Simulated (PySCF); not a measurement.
# CH6BNO2 (SMILES COB(N)O) at 6 levels

Wanted: a comparison of 6 runs (HF/STO-3G, HF/3-21G, HF/def2-SVP, HF/def2-SVPD, B3LYP/6-31G*, PBE0/def2-SVP) of CH6BNO2. 

The results are computed with PySCF 2.14.0.

## 1. Starting point

CH6BNO2 has 11 atoms, charge 0, and is taken as a singlet. As SMILES, `COB(N)O`. Geometry: relaxed at PBE0-D4/def2-TZVP. This is one conformer, not always the lowest.

Bond lengths: C1–O2 1.404 Å, O2–B3 1.375 Å, B3–N4 1.409 Å, B3–O5 1.372 Å, C1–H6 1.096 Å, C1–H7 1.091 Å, C1–H8 1.096 Å, N4–H9 1.002 Å, N4–H10 1.003 Å, O5–H11 0.959 Å. Some angles: C1–O2–B3 120.9°, O2–B3–N4 123.5°, O2–B3–O5 117.8°, N4–B3–O5 118.7°, O2–C1–H6 111.6°, O2–C1–H7 108.2°, O2–C1–H8 111.6°, B3–N4–H9 124.4°, B3–N4–H10 121.1°, B3–O5–H11 111.1°.

## 2. Energy and gradient at HF/STO-3G (run 1)

Input file job.py:

```python
import pyscf.grad
from pyscf import gto, scf

system = gto.M(
    atom='''
C      0.713500     0.851600     1.129700
O     -0.446700     0.102500     0.878500
B     -0.644000    -0.506700    -0.338400
N      0.275800    -0.431900    -1.403700
O     -1.801000    -1.223100    -0.514800
H      0.801300     1.701800     0.443100
H      0.654400     1.238600     2.147600
H      1.616900     0.236000     1.047600
H      1.144100     0.066300    -1.366900
H      0.095200    -0.890900    -2.277500
H     -2.344100    -1.201100     0.275400
''',
    basis='sto-3g',
    max_memory=1860,
    verbose=4,
)

myscf = scf.RHF(system)
myscf.conv_tol = 1e-10
myscf.kernel()
if not myscf.converged:
    myscf = myscf.newton().run(myscf.mo_coeff, myscf.mo_occ)

etot = myscf.e_tot
print('E(%s) = %.9f' % ('HF', etot))
grad = myscf.Gradients().kernel()
dip = myscf.dip_moment()
pop, q = myscf.mulliken_pop()
```

On the command line:

```sh
$ OMP_NUM_THREADS=1 python job.py
```

Output:

```text
PySCF version 2.14.0

[... 63 lines left out ...]
converged SCF energy = -266.834746062895
[... 12 lines left out ...]
Dipole moment(X, Y, Z, Debye):  1.35488,  0.76974,  0.03760
[... 4 lines left out ...]
pop of  0 C 2py           0.96740
pop of  0 C 2pz           1.03435
pop of  1 O 1s            1.99715
pop of  1 O 2s            1.77904
pop of  1 O 2px           1.43287
pop of  1 O 2py           1.59079
pop of  1 O 2pz           1.55580
pop of  2 B 1s            1.99094
pop of  2 B 2s            0.72190
pop of  2 B 2px           0.59228
pop of  2 B 2py           0.53049
pop of  2 B 2pz           0.57670
pop of  3 N 1s            1.99459
pop of  3 N 2s            1.46092
pop of  3 N 2px           1.27271
pop of  3 N 2py           1.57537
pop of  3 N 2pz           1.23105
pop of  4 O 1s            1.99725
pop of  4 O 2s            1.80256
pop of  4 O 2px           1.37193
pop of  4 O 2py           1.74570
pop of  4 O 2pz           1.47820
pop of  5 H 1s            0.94383
pop of  6 H 1s            0.93128
pop of  7 H 1s            0.94380
pop of  8 H 1s            0.82254
pop of  9 H 1s            0.81474
pop of  10 H 1s           0.79699
 ** Mulliken atomic charges  **
charge of    0C =     -0.04857
charge of    1O =     -0.35565
charge of    2B =      0.58769
charge of    3N =     -0.53465
charge of    4O =     -0.39564
charge of    5H =      0.05617
charge of    6H =      0.06872
charge of    7H =      0.05620
charge of    8H =      0.17746
charge of    9H =      0.18526
charge of   10H =      0.20301
```

It took 3 s on 1 thread of Intel Xeon at 2.70GHz, shared host; peak memory 0.12 GiB.

## 3. Energy and gradient at HF/3-21G (run 2)

Input file calc.py:

```python
import pyscf.grad
from pyscf import gto

mol = gto.M(
    atom=[
    ('C', (0.713500, 0.851600, 1.129700)),
    ('O', (-0.446700, 0.102500, 0.878500)),
    ('B', (-0.644000, -0.506700, -0.338400)),
    ('N', (0.275800, -0.431900, -1.403700)),
    ('O', (-1.801000, -1.223100, -0.514800)),
    ('H', (0.801300, 1.701800, 0.443100)),
    ('H', (0.654400, 1.238600, 2.147600)),
    ('H', (1.616900, 0.236000, 1.047600)),
    ('H', (1.144100, 0.066300, -1.366900)),
    ('H', (0.095200, -0.890900, -2.277500)),
    ('H', (-2.344100, -1.201100, 0.275400)),
],
    verbose=4,
    max_memory=1860,
    basis='3-21g',
)

calc0 = mol.RHF()
calc0.conv_tol = 1e-10
calc0.kernel()
if not calc0.converged:
    calc0 = calc0.newton().run(calc0.mo_coeff, calc0.mo_occ)

e_final = calc0.e_tot
print(f'total energy: {e_final:.8f} hartree')
grad = calc0.Gradients().kernel()
calc0.analyze()
```

On the command line:

```sh
$ OMP_NUM_THREADS=1 python calc.py
```

Output:

```text
PySCF version 2.14.0

[... 83 lines left out ...]
One-electron Energy =                 -717.981190178504221
[... 7 lines left out ...]
MO #3   energy= -15.4485741006874  occ= 2
[... 5 lines left out ...]
MO #9   energy= -0.938551242031936 occ= 2
[... 5 lines left out ...]
MO #15  energy= -0.590842272724319 occ= 2
[... 5 lines left out ...]
MO #21  energy= 0.254225564356967  occ= 0
[... 5 lines left out ...]
MO #27  energy= 0.366683939113403  occ= 0
[... 5 lines left out ...]
MO #33  energy= 0.862970762052694  occ= 0
[... 5 lines left out ...]
MO #39  energy= 1.24275924712434   occ= 0
[... 5 lines left out ...]
MO #45  energy= 1.45901074711112   occ= 0
[... 5 lines left out ...]
MO #51  energy= 2.02311477096078   occ= 0
[... 5 lines left out ...]
MO #57  energy= 3.57313489923386   occ= 0
[... 32 lines left out ...]
pop of  3 N 2px           1.35633
pop of  3 N 2py           1.58424
pop of  3 N 2pz           1.32851
pop of  3 N 3px           0.00342
pop of  3 N 3py           0.00982
pop of  3 N 3pz           0.00200
pop of  4 O 1s            1.99978
pop of  4 O 2s            1.57125
pop of  4 O 3s            0.00190
pop of  4 O 2px           1.52807
pop of  4 O 2py           1.79854
pop of  4 O 2pz           1.61968
pop of  4 O 3px           0.00145
pop of  4 O 3py           0.00192
pop of  4 O 3pz           0.00171
pop of  5 H 1s            0.91275
pop of  5 H 2s            0.00957
pop of  6 H 1s            0.88757
pop of  6 H 2s            0.01097
pop of  7 H 1s            0.91270
pop of  7 H 2s            0.00957
pop of  8 H 1s            0.78181
pop of  8 H 2s            0.01072
pop of  9 H 1s            0.76464
pop of  9 H 2s            0.01142
pop of  10 H 1s           0.67864
pop of  10 H 2s           0.01143
 ** Mulliken atomic charges  **
charge of    0C =     -0.01774
charge of    1O =     -0.47673
charge of    2B =      0.52273
charge of    3N =     -0.50215
charge of    4O =     -0.52432
charge of    5H =      0.07768
charge of    6H =      0.10146
charge of    7H =      0.07773
charge of    8H =      0.20747
charge of    9H =      0.22393
charge of   10H =      0.30993
Dipole moment(X, Y, Z, Debye):  2.11744,  1.25934,  0.19599
```

Run time: 3.9 s. Hardware: 1 thread of Intel Xeon at 2.70GHz, shared host; peak memory 0.13 GiB.

Runs 3 to 5 aren't shown in full; the table further down has their settings and results.

## 4. Energy and gradient at PBE0/def2-SVP (run 6)

Input file calc.py:

```python
from pyscf import gto, dft

molecule = gto.Mole()
molecule.atom = [
    ('C', (0.713500, 0.851600, 1.129700)),
    ('O', (-0.446700, 0.102500, 0.878500)),
    ('B', (-0.644000, -0.506700, -0.338400)),
    ('N', (0.275800, -0.431900, -1.403700)),
    ('O', (-1.801000, -1.223100, -0.514800)),
    ('H', (0.801300, 1.701800, 0.443100)),
    ('H', (0.654400, 1.238600, 2.147600)),
    ('H', (1.616900, 0.236000, 1.047600)),
    ('H', (1.144100, 0.066300, -1.366900)),
    ('H', (0.095200, -0.890900, -2.277500)),
    ('H', (-2.344100, -1.201100, 0.275400)),
]
molecule.verbose = 3
molecule.spin = 0
molecule.charge = 0
molecule.basis = 'def2-svp'
molecule.max_memory = 1860
molecule.build()

mf = dft.RKS(molecule)
mf.xc = 'pbe0'
mf.grids.level = 5
mf.conv_tol = 1e-10
mf.kernel()
if not mf.converged:
    mf = mf.newton().run(mf.mo_coeff, mf.mo_occ)

etot = mf.e_tot
print('E = %.10f Eh' % etot)
grad = mf.nuc_grad_method().kernel()
dip = mf.dip_moment()
pop, q = mf.mulliken_pop()
```

On the command line:

```sh
$ OMP_NUM_THREADS=1 python calc.py
```

Output:

```text
converged SCF energy = -271.397330292535
[... 9 lines left out ...]
Dipole moment(X, Y, Z, Debye):  1.66127,  0.93473,  0.02410
[... 73 lines left out ...]
pop of  5 H 2px           0.00351
pop of  5 H 2py           0.01081
pop of  5 H 2pz           0.00882
pop of  6 H 1s            0.75047
pop of  6 H 2s            0.18136
pop of  6 H 2px           0.00305
pop of  6 H 2py           0.00574
pop of  6 H 2pz           0.01393
pop of  7 H 1s            0.75117
pop of  7 H 2s            0.19476
pop of  7 H 2px           0.01053
pop of  7 H 2py           0.00729
pop of  7 H 2pz           0.00532
pop of  8 H 1s            0.72064
pop of  8 H 2s            0.11297
pop of  8 H 2px           0.02199
pop of  8 H 2py           0.01677
pop of  8 H 2pz           0.01108
pop of  9 H 1s            0.71453
pop of  9 H 2s            0.10397
pop of  9 H 2px           0.01157
pop of  9 H 2py           0.01568
pop of  9 H 2pz           0.02167
pop of  10 H 1s           0.68692
pop of  10 H 2s           0.05685
pop of  10 H 2px          0.02443
pop of  10 H 2py          0.01828
pop of  10 H 2pz          0.03058
 ** Mulliken atomic charges  **
charge of    0C =      0.12244
charge of    1O =     -0.31270
charge of    2B =      0.02035
charge of    3N =     -0.17979
charge of    4O =     -0.18959
charge of    5H =      0.03086
charge of    6H =      0.04546
charge of    7H =      0.03093
charge of    8H =      0.11654
charge of    9H =      0.13258
charge of   10H =      0.18293
```

It took 46 s on 1 thread of Intel Xeon at 2.70GHz, shared host; peak memory 1 GiB.

## 5. All runs side by side

| run | level | Cartesian functions | integration grid | energy (Eh) | dipole moment (D) | HOMO energy (eV) | LUMO energy (eV) | wall time |
| --- | --- | --- | --- | --- | --- | --- | --- | --- |
| 1 | HF/STO-3G | no | – | -266.834746 | 1.56 | -8.74 | 11.27 | 3 s |
| 2 | HF/3-21G | no | – | -268.882402 | 2.47 | -10.86 | 6.92 | 3.9 s |
| 3 | HF/def2-SVP | no | – | -270.164899 | 2.16 | -11.13 | 4.66 | 13 s |
| 4 | HF/def2-SVPD | no | – | -270.185567 | 2.08 | -11.34 | 1.82 | 43 s |
| 5 | B3LYP/6-31G* (Cartesian functions) | yes | 5 | -271.896620 | 1.84 | -6.79 | 2.12 | 51 s |
| 6 | PBE0/def2-SVP | no | 5 | -271.397330 | 1.91 | -7.28 | 1.72 | 46 s |

## 6. What came out

| quantity | value |
| --- | --- |
| run 6: total energy | -271.39733 Eh |
| run 6: dipole moment | 1.91 D |
| run 6: HOMO energy | -7.28 eV |
| run 6: LUMO energy | 1.72 eV |
| run 6: HOMO–LUMO gap | 9.00 eV |
| run 6: largest force on an atom | 0.656 eV/Å |

The dipole moment (its size) runs from 1.56 D (HF/STO-3G) to 2.47 D (HF/3-21G). The HOMO–LUMO gap runs from 8.92 eV (B3LYP/6-31G*) to 20.01 eV (HF/STO-3G). The two ends differ in method and basis. Totals of different functionals can't be ranked against each other. In run 1 the basis is minimal, so the values are rough. All runs together took 2.7 min, the longest 51 s.
